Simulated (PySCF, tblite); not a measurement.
**C6H11NOSi: geometry, infrared bands and NMR shifts**

What infrared bands and NMR shifts should C6H11NOSi (`C=C(C#N)C[SiH2]COC`) show?

Computed with tblite 0.8.0 and PySCF 2.14.0, with density-fitted response routines of our own, on a single molecule in the gas phase. Atoms count from 0, in the outputs and in this text.

**1. The molecule as given**

20 atoms, charge 0, multiplicity 1; geometry from: force field or distance geometry start.

Bonds of the start (Å): C0–C1 1.36, C1–C2 1.43, C2–N3 1.16, C1–C4 1.51, C4–Si5 1.89, Si5–C6 1.88, C6–O7 1.44, O7–C8 1.42, C0–H9 1.08, C0–H10 1.08, C4–H11 1.10, C4–H12 1.10, Si5–H13 1.48, Si5–H14 1.49, C6–H15 1.09, C6–H16 1.10, C8–H17 1.09, C8–H18 1.10, C8–H19 1.09.

**2. Relaxing the molecule with GFN2-xTB**

The job: settings as JSON, then the geometry in Å.

```
{"job": {"kind": "relax", "xc": "GFN2-xTB", "basis": "xTB"}, "charge": 0, "multiplicity": 1}
C      3.348400    -0.272800     0.512100
C      1.997100    -0.303600     0.638800
C      1.388400     0.500800     1.653800
N      0.871600     1.187600     2.436700
C      1.146400    -1.231200    -0.188100
Si     0.053800    -0.390300    -1.486000
C     -1.352100     0.550800    -0.669500
O     -2.107400    -0.207200     0.288400
C     -3.034500     0.601400     0.993300
H      3.852200    -0.884800    -0.214700
H      3.955700     0.374000     1.130100
H      1.782300    -1.947900    -0.727700
H      0.507700    -1.832800     0.474400
H     -0.477900    -1.426400    -2.407000
H      0.878100     0.546700    -2.304900
H     -2.035800     0.906200    -1.434800
H     -0.928200     1.428500    -0.160600
H     -2.512000     1.358700     1.575800
H     -3.605000    -0.028900     1.684100
H     -3.733800     1.081800     0.304100
```

On the command line:

```
$ OMP_NUM_THREADS=1 python probes_run.py task.json out
```

The driver reads the jobs from task.json and runs them one after another.

What it wrote:

```text
step      E/eV     max force
  0    -736.82928    1.985
  1    -736.81823    5.112
  2    -736.89423    1.097
  3    -736.90868    0.884
  4    -736.92279    0.286
  5    -736.93720    0.317
  6    -736.94533    0.345
  7    -736.95208    0.215
  8    -736.95727    0.187
  9    -736.96290    0.204
 10    -736.96724    0.206
 11    -736.97107    0.161
 12    -736.97462    0.190
 13    -736.97802    0.189
 14    -736.98101    0.134
 15    -736.98355    0.130
 16    -736.98605    0.146
 17    -736.98896    0.184
 18    -736.99194    0.154
 19    -736.99428    0.100
 20    -736.99592    0.111
 21    -736.99746    0.125
 22    -736.99935    0.149
 23    -737.00157    0.109
 24    -737.00366    0.126
 25    -737.00527    0.114
 26    -737.00659    0.105
 27    -737.00798    0.111
 28    -737.00958    0.100
 29    -737.01118    0.118
 30    -737.01249    0.096
 31    -737.01345    0.077
 32    -737.01427    0.073
 33    -737.01515    0.087
 34    -737.01618    0.094
 35    -737.01721    0.070
 36    -737.01810    0.065
 37    -737.01887    0.077
 38    -737.01959    0.067
 39    -737.02030    0.066
 40    -737.02093    0.052
 41    -737.02141    0.049
 42    -737.02176    0.052
 43    -737.02205    0.044
 44    -737.02232    0.039
 45    -737.02257    0.040
 46    -737.02284    0.049
 47    -737.02309    0.042
 48    -737.02331    0.033
 49    -737.02348    0.029
 50    -737.02361    0.029
 51    -737.02371    0.022
 52    -737.02378    0.020
 53    -737.02384    0.017
 54    -737.02390    0.021
 55    -737.02396    0.020
 56    -737.02400    0.016
 57    -737.02405    0.017
 58    -737.02411    0.023
 59    -737.02420    0.032
 60    -737.02430    0.034
 61    -737.02439    0.027
 62    -737.02447    0.022
 63    -737.02456    0.035
 64    -737.02468    0.036
 65    -737.02480    0.024
 66    -737.02490    0.024
 67    -737.02498    0.025
 68    -737.02509    0.042
 69    -737.02526    0.048
 70    -737.02546    0.039
 71    -737.02564    0.028
 72    -737.02581    0.028
 73    -737.02599    0.035
 74    -737.02620    0.041
 75    -737.02638    0.032
 76    -737.02649    0.020
 77    -737.02657    0.023
 78    -737.02666    0.027
 79    -737.02679    0.031
 80    -737.02693    0.034
 81    -737.02704    0.027
 82    -737.02712    0.019
 83    -737.02719    0.020
 84    -737.02725    0.021
 85    -737.02728    0.014
 86    -737.02731    0.020
 87    -737.02733    0.015
 88    -737.02737    0.015
 89    -737.02740    0.013
 90    -737.02744    0.016
 91    -737.02748    0.017
 92    -737.02755    0.024
 93    -737.02766    0.033
 94    -737.02780    0.032
 95    -737.02793    0.023
 96    -737.02806    0.024
 97    -737.02818    0.026
 98    -737.02830    0.022
 99    -737.02838    0.015
100    -737.02842    0.016
101    -737.02846    0.018
102    -737.02854    0.026
103    -737.02868    0.037
104    -737.02887    0.036
105    -737.02903    0.070
106    -737.02905    0.141
107    -737.02919    0.027
108    -737.02924    0.027
109    -737.02931    0.036
110    -737.02937    0.019
111    -737.02940    0.019
112    -737.02945    0.026
113    -737.02954    0.054
114    -737.02969    0.073
115    -737.02987    0.061
116    -737.03002    0.036
117    -737.03017    0.034
118    -737.03036    0.071
119    -737.03056    0.068
120    -737.03072    0.046
121    -737.03082    0.025
122    -737.03091    0.035
123    -737.03098    0.041
124    -737.03102    0.024
125    -737.03104    0.010
126    -737.03105    0.015
127    -737.03108    0.025
128    -737.03111    0.027
129    -737.03113    0.018
130    -737.03115    0.010
131    -737.03117    0.014
132    -737.03119    0.020
133    -737.03122    0.021
134    -737.03126    0.014
135    -737.03130    0.016
136    -737.03136    0.018
137    -737.03141    0.027
138    -737.03146    0.022
139    -737.03151    0.012
140    -737.03155    0.013
141    -737.03158    0.013
142    -737.03160    0.010
143    -737.03163    0.010
144    -737.03165    0.010
145    -737.03168    0.011
146    -737.03170    0.009
```

It took 1 s on 1 thread of Arm Neoverse V2, shared host.

The steps of the relaxation: (not every step is listed) (the energy doesn't fall at every step)

| step | energy from step 0 (eV) | largest force (eV/Å) |
| --- | --- | --- |
| 0 | 0.0000 | 1.9846 |
| 1 | 0.0111 | 5.1117 |
| 2 | -0.0649 | 1.0966 |
| 3 | -0.0794 | 0.8842 |
| 4 | -0.0935 | 0.2863 |
| 5 | -0.1079 | 0.3174 |
| 6 | -0.1160 | 0.3449 |
| 7 | -0.1228 | 0.2146 |
| 8 | -0.1280 | 0.1869 |
| 21 | -0.1682 | 0.1251 |
| 34 | -0.1869 | 0.0937 |
| 47 | -0.1938 | 0.0418 |
| 60 | -0.1950 | 0.0343 |
| 73 | -0.1967 | 0.0348 |
| 86 | -0.1980 | 0.0197 |
| 99 | -0.1991 | 0.0153 |
| 112 | -0.2002 | 0.0262 |
| 125 | -0.2018 | 0.0100 |
| 138 | -0.2022 | 0.0218 |
| 141 | -0.2023 | 0.0130 |
| 142 | -0.2023 | 0.0104 |
| 143 | -0.2023 | 0.0104 |
| 144 | -0.2024 | 0.0105 |
| 145 | -0.2024 | 0.0112 |
| 146 | -0.2024 | 0.0089 |

Distances of close pairs at the start and the end, largest changes first:

| bond | before (Å) | after (Å) | change (Å) |
| --- | --- | --- | --- |
| C4–Si5 | 1.894 | 1.920 | +0.026 |
| Si5–C6 | 1.879 | 1.904 | +0.025 |
| C0–C1 | 1.358 | 1.334 | -0.024 |
| Si5–H14 | 1.493 | 1.469 | -0.024 |
| Si5–H13 | 1.485 | 1.463 | -0.022 |
| C6–O7 | 1.436 | 1.415 | -0.021 |
| C2–N3 | 1.163 | 1.147 | -0.016 |
| C1–C2 | 1.431 | 1.417 | -0.014 |

The final coordinates are the input of the step that follows.

**3. Vibrational analysis with GFN2-xTB**

The job: settings as JSON, then the geometry in Å.

```
{"job": {"kind": "ir", "xc": "GFN2-xTB", "basis": "xTB"}, "charge": 0, "multiplicity": 1}
C      3.108444    -0.062253     0.501142
C      1.811897    -0.335225     0.652281
C      1.071225     0.369577     1.632941
N      0.479618     0.939402     2.433269
C      1.050561    -1.329716    -0.158870
Si     0.049245    -0.493591    -1.567396
C     -1.190210     0.696004    -0.746864
O     -1.919513    -0.137115     0.134092
C     -2.738340     0.568746     1.030639
H      3.702689    -0.581863    -0.231348
H      3.609069     0.676747     1.103528
H      1.743892    -2.055946    -0.582863
H      0.347286    -1.862973     0.481970
H     -0.668290    -1.537549    -2.299032
H      0.960630     0.254319    -2.443765
H     -1.867057     1.181154    -1.463735
H     -0.690409     1.498147    -0.186965
H     -2.136078     1.203037     1.691804
H     -3.267650    -0.175419     1.623153
H     -3.462159     1.195195     0.494460
```

What it wrote:

```text
mode    cm-1     km/mol
  1      29.0      2.20
  2      45.1      0.32
  3      81.9      3.30
  4      92.2      8.77
  5     124.6      1.38
  6     145.0      3.86
  7     177.0      3.24
  8     216.0      4.98
  9     245.5      6.31
 10     300.3      3.65
 11     354.9      1.94
 12     376.5      4.44
 13     465.2     51.51
 14     547.4     13.30
 15     568.3     15.17
 16     593.1     21.28
 17     656.2    124.64
 18     689.0     16.41
 19     728.3      8.79
 20     744.6    132.91
 21     780.3     39.94
 22     802.4    149.64
 23     815.5    146.87
 24     845.2     55.71
 25     885.1     24.69
 26     965.9     13.78
 27     973.5     30.90
 28    1101.7      8.71
 29    1103.3     55.41
 30    1136.9      3.91
 31    1156.0      5.66
 32    1195.0      9.54
 33    1203.1     79.15
 34    1278.0     29.99
 35    1294.6      3.76
 36    1397.6      2.23
 37    1406.7      1.04
 38    1449.9      3.42
 39    1469.0      4.52
 40    1484.2      4.59
 41    1493.8      2.99
 42    1657.6     27.12
 43    2222.3    308.61
 44    2271.7    284.98
 45    2373.8    131.48
 46    2850.9     79.84
 47    2887.8     39.80
 48    2902.6     62.93
 49    2927.0     37.93
 50    2989.8     16.63
 51    2996.3     25.39
 52    3023.3     23.37
 53    3105.7      8.32
 54    3135.0     25.43
```

It took 0.75 s on 1 thread of Arm Neoverse V2, shared host.

Which atoms move in the most intense modes:

| cm⁻¹ | km/mol | atoms |
| --- | --- | --- |
| 656 | 124.6 | H14 44 %, H13 27 % |
| 745 | 132.9 | H14 46 %, H13 40 % |
| 802 | 149.6 | Si5 18 %, C4 15 %, C6 14 %, H11 10 % |
| 816 | 146.9 | H15 29 %, H16 25 %, C6 18 % |
| 2222 | 308.6 | H14 97 % |
| 2272 | 285.0 | H13 97 % |
| 2374 | 131.5 | C2 60 %, N3 39 % |
| 2851 | 79.8 | H15 60 %, H16 32 % |

**4. NMR shieldings: PBE0/pcSseg-1**

Settings changed since step 3:

```diff
@@ -1,2 +1,2 @@
-{"job": {"kind": "ir", "xc": "GFN2-xTB", "basis": "xTB"}, "charge": 0, "multiplicity": 1}
+{"job": {"kind": "nmr", "xc": "PBE0", "basis": "pcSseg-1"}, "charge": 0, "multiplicity": 1}
 C      3.108444    -0.062253     0.501142
```

With the program's defaults for keys left out, this is: GIAO PBE0/pcSseg-1 NMR shielding, non-relativistic, gas phase.

What it wrote:

```text
coarse grid: 17112 points
cycle   1  E = -653.9113934110  dE =  1.011e+00  |g| = 6.481e-01  |ddm| = 4.029e+00
cycle   2  E = -653.7580364639  dE =  1.534e-01  |g| = 1.094e+00  |ddm| = 1.543e+00
cycle   3  E = -653.9927146589  dE = -2.347e-01  |g| = 2.038e-01  |ddm| = 1.024e+00
cycle   4  E = -654.0005079794  dE = -7.793e-03  |g| = 8.787e-02  |ddm| = 2.026e-01
cycle   5  E = -654.0020603498  dE = -1.552e-03  |g| = 2.028e-02  |ddm| = 7.457e-02
cycle   6  E = -654.0021397216  dE = -7.937e-05  |g| = 4.588e-03  |ddm| = 1.792e-02
cycle   7  E = -654.0021444432  dE = -4.722e-06  |g| = 1.018e-03  |ddm| = 4.486e-03
final grid: 160472 points
cycle   8  E = -654.0653859119  dE = -3.490e-05  |g| = 1.184e-02  |ddm| = 2.971e-02
cycle   9  E = -654.0653661959  dE =  1.972e-05  |g| = 1.590e-02  |ddm| = 1.807e-02
cycle  10  E = -654.0654139988  dE = -4.780e-05  |g| = 1.614e-03  |ddm| = 1.076e-02
cycle  11  E = -654.0654145423  dE = -5.435e-07  |g| = 2.166e-04  |ddm| = 1.650e-03
cycle  12  E = -654.0654145517  dE = -9.417e-09  |g| = 8.158e-05  |ddm| = 2.702e-04
cycle  13  E = -654.0654145530  dE = -1.284e-09  |g| = 3.534e-05  |ddm| = 8.319e-05
cycle  14  E = -654.0654145533  dE = -3.081e-10  |g| = 9.452e-06  |ddm| = 3.744e-05
converged SCF energy = -654.0654145533

GIAO shielding tensors (ppm)
atom      isotropic    diamagn.    paramagn.     s11        s22        s33       span
  0 C       50.024     247.966    -197.942    -71.905     66.833    155.145    227.050
  1 C       57.712     261.382    -203.670    -62.409     77.241    158.304    220.713
  2 C       60.888     262.825    -201.936    -60.985    -48.111    291.761    352.746
  3 N      -43.412     341.855    -385.267   -184.946   -176.036    230.746    415.692
  4 C      165.737     251.939     -86.202    149.317    154.114    193.780     44.463
  5 Si     384.765     881.328    -496.563    342.510    387.346    424.438     81.928
  6 C      126.065     254.288    -128.223     92.084     99.272    186.840     94.756
  7 O      334.947     401.700     -66.754    316.629    338.964    349.247     32.618
  8 C      122.118     244.864    -122.747     89.456     93.634    183.262     93.806
  9 H       25.769      29.793      -4.024     21.705     25.008     30.594      8.890
 10 H       25.609      28.517      -2.908     21.391     24.816     30.619      9.227
 11 H       29.896      31.456      -1.560     25.322     28.362     36.004     10.682
 12 H       29.387      32.108      -2.721     26.882     27.707     33.571      6.689
 13 H       27.410      29.865      -2.455     23.742     25.307     33.180      9.438
 14 H       27.706      30.286      -2.580     24.267     25.901     32.951      8.684
 15 H       28.237      31.641      -3.404     24.662     26.622     33.427      8.765
 16 H       28.167      35.685      -7.518     25.602     27.582     31.317      5.715
 17 H       27.798      31.522      -3.724     23.120     27.671     32.601      9.481
 18 H       27.856      29.607      -1.751     23.936     24.893     34.740     10.804
 19 H       28.453      28.908      -0.455     24.620     25.938     34.802     10.181
```

Run time: 43 s. Hardware: 1 thread of Arm Neoverse V2, shared host; peak memory 1 GiB.

The references, computed at this level on geometries of the same kind, shield at (ppm): 1H TMS 31.72, 13C TMS 186.9, 29Si TMS 349.2, 15N NH3 267.7, 17O H2O 336.1. Their shielding less the atom's gives the shift. The references are single molecules in the gas phase, so shifts against H2O, NH3, PH3, H3PO4 or CFCl3 are not on the usual liquid scales and can be off by tens of ppm. Atoms listed in one row are averaged.

| atoms | environment | σ (ppm) | δ (ppm) | δ scaled to CDCl3 |
| --- | --- | --- | --- | --- |
| C0 | terminal =CH2 carbon | 50.0 | 136.9 | 131.7 |
| C1 | fully substituted alkene carbon | 57.7 | 129.2 | 124.2 |
| C2 | nitrile carbon | 60.9 | 126.0 | 121.1 |
| C8 | methyl carbon bonded to O | 122.1 | 64.8 | 61.3 |
| C6 | sp3 CH2 bonded to O and Si | 126.1 | 60.9 | 57.5 |
| C4 | allylic sp3 CH2 bonded to Si | 165.7 | 21.2 | 18.8 |
| H10 | hydrogen on a terminal =CH2 carbon | 25.61 | 6.11 | 5.86 |
| H9 | hydrogen on a terminal =CH2 carbon | 25.77 | 5.95 | 5.71 |
| H13, H14 | hydrogen on a silicon bonded to 2 C | 27.56 | 4.16 | – |
| H17, H18, H19 | hydrogen on a methyl carbon bonded to O | 28.04 | 3.68 | 3.58 |
| H15, H16 | hydrogen on an sp3 CH2 bonded to O and Si | 28.20 | 3.52 | 3.42 |
| H11, H12 | hydrogen on an allylic sp3 CH2 bonded to Si | 29.64 | 2.08 | 2.06 |
| N3 | nitrile nitrogen | -43.4 | 311.1 | – |
| Si5 | silicon bonded to 2 C, 2 H | 384.8 | -35.6 | – |
| O7 | ether oxygen | 334.9 | 1.1 | – |

The scaled column applies a straight-line fit of computed shieldings to shifts measured in CDCl3 (root-mean-square error 0.16 ppm for H, 1.9 ppm for C).

Charges from the same density, by scheme (e):

| atoms | Mulliken | IAO | Hirshfeld | ESP fit |
| --- | --- | --- | --- | --- |
| C0 | 0.00 | -0.29 | -0.07 | -0.47 |
| C1 | -0.41 | -0.02 | 0.02 | -0.01 |
| C2 | 0.19 | 0.14 | 0.09 | 0.47 |
| N3 | -0.27 | -0.25 | -0.20 | -0.49 |
| C4 | -0.39 | -0.53 | -0.15 | -0.37 |
| Si5 | 0.70 | 0.78 | 0.34 | 0.41 |
| C6 | -0.26 | -0.33 | -0.09 | -0.24 |
| O7 | -0.54 | -0.40 | -0.14 | -0.24 |
| C8 | -0.03 | -0.20 | -0.04 | -0.18 |

Mayer bond orders: C0–C1 1.90, C1–C2 1.02, C2–N3 2.97, C1–C4 1.03, C4–Si5 0.86, Si5–C6 0.90, C6–O7 0.88, O7–C8 0.92.

**5. Outcome**

```
                                                              quantity                                      value
                             strongest single infrared mode (GFN2-xTB)                      2222 cm⁻¹, 309 km/mol
                                          zero-point energy (GFN2-xTB)                              95.4 kcal/mol
                                13C shifts against TMS (PBE0/pcSseg-1)  136.9, 129.2, 126.0, 64.8, 60.9, 21.2 ppm
1H shifts against TMS (PBE0/pcSseg-1, means over atoms taken as alike)     6.11, 5.95, 4.16, 3.68, 3.52, 2.08 ppm
                                15N shifts against NH3 (PBE0/pcSseg-1)                                  311.1 ppm
                               29Si shifts against TMS (PBE0/pcSseg-1)                                  -35.6 ppm
                                17O shifts against H2O (PBE0/pcSseg-1)                                    1.1 ppm
```

Relaxing lowered the energy by 0.202 eV in 146 steps; the close pair that moved most is C4–Si5, from 1.894 to 1.920 Å. No mode is imaginary among the 54: a minimum at this level. The strongest single mode, at 2222 cm⁻¹, moves mainly H14. GFN2-xTB is a fitted tight-binding method: band positions and strengths are rough. Its intensities can rank the bands wrongly. C0 (terminal =CH2 carbon) lies farthest downfield among carbon, at 136.9 ppm; as expected for a trigonal carbon in a double bond. At PBE0/pcSseg-1: Shielding is most anisotropic at N3 (span 416 ppm, paramagnetic term -385 ppm).
